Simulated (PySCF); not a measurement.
# Sn (triplet): basis, grid and Hamiltonian

The method stays; parts of the set-up, such as the basis or the Hamiltonian, are changed.

The runs use PySCF 2.14.0; each script names its method and basis.

5 further runs of the same task are left out: 1 for a known fault of the program, 4 that didn't finish.

### Step 1. The atom

Sn (triplet): 1 atom, charge 0, spin multiplicity 3.

### Step 2. Base script

Contents of input.py:

```python
from pyscf import gto, dft

mol = gto.M(
    atom='Sn 0 0 0',
    basis='def2-svpd',
    ecp={'Sn': 'def2-svpd'},
    charge=0,
    spin=2,
    verbose=4,
)
mf = dft.ROKS(mol, xc='m06l')
mf.kernel()
mf.mulliken_pop()
mf.dip_moment()
print('orbital energies (hartree):', mf.mo_energy[..., max(0, mol.nelec[1]-3):mol.nelec[0]+3].round(4))
```

The run is started by

```bash
OMP_NUM_THREADS=1 python input.py
```

Its log is not repeated here.

It gives: E(SCF) = -214.392378 Eh, 8 cycles.

The triplet is typed in the script; nothing here shows that it is the ground state.

### Step 3. Integration grid (99, 590)

Run 1 changes integration grid: default → (99, 590).

Contents of input.py:

```python
from pyscf import gto, dft

mol = gto.M(
    atom='Sn 0 0 0',
    basis='def2-svpd',
    ecp={'Sn': 'def2-svpd'},
    charge=0,
    spin=2,
    verbose=4,
)
mf = dft.ROKS(mol, xc='m06l')
mf.grids.atom_grid = (99, 590)
mf.kernel()
mf.mulliken_pop()
mf.dip_moment()
print('orbital energies (hartree):', mf.mo_energy[..., max(0, mol.nelec[1]-3):mol.nelec[0]+3].round(4))
```

The run is started by

```bash
OMP_NUM_THREADS=1 python input.py
```

### Step 4. Def2-svp

Run 2 changes basis set: def2-svpd → def2-svp.

input.py: that of step 2 with these lines changed.

```diff
@@ -4,4 +4,4 @@
     atom='Sn 0 0 0',
-    basis='def2-svpd',
-    ecp={'Sn': 'def2-svpd'},
+    basis='def2-svp',
+    ecp={'Sn': 'def2-svp'},
     charge=0,
```

### Step 5. Def2-tzvpp

Run 3 changes basis set: def2-svpd → def2-tzvpp.

input.py: that of step 2 with these lines changed.

```diff
@@ -4,4 +4,4 @@
     atom='Sn 0 0 0',
-    basis='def2-svpd',
-    ecp={'Sn': 'def2-svpd'},
+    basis='def2-tzvpp',
+    ecp={'Sn': 'def2-tzvpp'},
     charge=0,
```

### Step 6. Cc-pvtz-dk (core potential off, X2C on)

Run 4 changes basis set: def2-svpd → cc-pvtz-dk; core potential: on → off; spin-free X2C: off → on. The core potential changes with it: totals don't compare.

Contents of input.py:

```python
from pyscf import gto, dft

mol = gto.M(
    atom='Sn 0 0 0',
    basis='cc-pvtz-dk',
    charge=0,
    spin=2,
    verbose=4,
)
mf = dft.ROKS(mol, xc='m06l')
mf = mf.sfx2c1e()
mf.kernel()
mf.analyze()
print('orbital energies (hartree):', mf.mo_energy[..., max(0, mol.nelec[1]-3):mol.nelec[0]+3].round(4))
```

### Step 7. Lanl2dz

Run 5 changes basis set: def2-svpd → lanl2dz. The core potential changes with it: totals don't compare.

input.py: that of step 2 with these lines changed.

```diff
@@ -4,4 +4,4 @@
     atom='Sn 0 0 0',
-    basis='def2-svpd',
-    ecp={'Sn': 'def2-svpd'},
+    basis='lanl2dz',
+    ecp={'Sn': 'lanl2dz'},
     charge=0,
```

Before running it: what results should come out? Wanted: for each run, E(SCF); from base.

As calculated:

```
                                    run  E(SCF) (hartree)  from base (eV)  cycles  functions
                                   base       -214.392378               0       8         32
             integration grid (99, 590)       -214.392381         -0.0001       8         32
                               def2-svp       -214.392141         +0.0064       7         26
                             def2-tzvpp       -214.397767         -0.1466       8         50
cc-pvtz-dk (core potential off, X2C on)      -6176.358512  not comparable       7         52
                                lanl2dz         -3.307588  not comparable      17          8
```

In words: Of the runs whose energies can be compared, “def2-tzvpp” moves the SCF energy most (-0.147 eV). def2-svp (26 functions) gives an energy 0.01 eV higher than def2-svpd (32). def2-tzvpp (50 functions) gives an energy 0.15 eV lower than def2-svpd (32). The dearest run is “cc-pvtz-dk (core potential off, X2C on)”, at 4.6 s against 1.4 s.
